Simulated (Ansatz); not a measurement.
# BFH6OSi2, SMILES OB(F)[SiH2][SiH3]: vertical energies of changing the electron count

With Ansatz 0.2.0 through its Python package.

`bfh6osi2.xyz`
```text
11

O    -2.00400    1.09850   -0.09230
B    -0.97190    0.80870   -1.02450
F    -0.80490    1.59480   -2.23600
Si    0.29870   -0.65420   -0.62790
Si    1.24270   -0.28700    1.30820
H    -2.82270    0.62380   -0.42330
H     1.25910   -0.78310   -1.68430
H    -0.51290   -1.89330   -0.54180
H     0.23220   -0.13600    2.42670
H     2.01610    0.96880    1.25760
H     2.13300   -1.39790    1.65810
```

At the Python prompt:
```pycon
>>> import ansatz as az
>>> def energy_of(molecule, charge=0, unpaired=0):
...     calc = (
...         molecule.calculation()
...         .basis(gaussian="def2-SVPD")  # the orbital basis, by name
...         .functional("r2scan")
...     )
...     if charge:
...         calc = calc.charge(charge)
...     if unpaired:
...         calc = calc.spin("collinear", total=unpaired)
...     report = calc.run(threads=1, pin="off").report
...     if report["published_state_doubts"]:
...         print("  doubts:", report["published_state_doubts"])
...     return report["free_energy_ev"]
...
>>> bfh6osi2 = az.Crystal.molecule_from_extxyz("bfh6osi2.xyz")
>>> # delta-SCF style differences, no relaxation
>>> parent = energy_of(bfh6osi2, 0, 0)
>>> cation = energy_of(bfh6osi2, 1, 1)
>>> print(f"E(N)   = {parent:.5f} eV")
E(N)   = -21282.01058 eV
>>> print(f"E(N-1) = {cation:.5f} eV  (1 unpaired)")
E(N-1) = -21271.92412 eV  (1 unpaired)
>>> print(f"vertical ionisation energy {cation - parent:.3f} eV")
vertical ionisation energy 10.086 eV
>>> anion = energy_of(bfh6osi2, -1, 1)
>>> print(f"E(N+1) = {anion:.5f} eV  (1 unpaired)")
E(N+1) = -21281.98089 eV  (1 unpaired)
>>> print(f"vertical electron affinity {parent - anion:.3f} eV" + ("" if anion < parent else " (unbound in this basis)"))
vertical electron affinity -0.030 eV (unbound in this basis)
>>> print(f"fundamental gap IP - EA = {cation + anion - 2 * parent:.3f} eV")
fundamental gap IP - EA = 10.116 eV
```

At this unrelaxed geometry removing an electron costs 10.09 eV and an added one is unbound in this basis (by 0.03 eV).

Caveats:
- These settings explore the input space; basis and method may be short of convergence.
- The geometry is a force-field or estimated start, not a minimum of this method, and the basis set is short of its limit. All parts are taken at fixed geometry, without zero-point energy. At an unrelaxed start these energies can be a whole eV from those at the minimum, and a small affinity can change sign.
- A negative electron affinity means that the anion is unbound here; its size hangs on the basis and tends to about zero as the basis grows, and so does its part in any gap built on it.
- Hardware and time: 110 s on 1 thread of Arm Neoverse V1, on a shared host, peak memory 0.45 GiB.
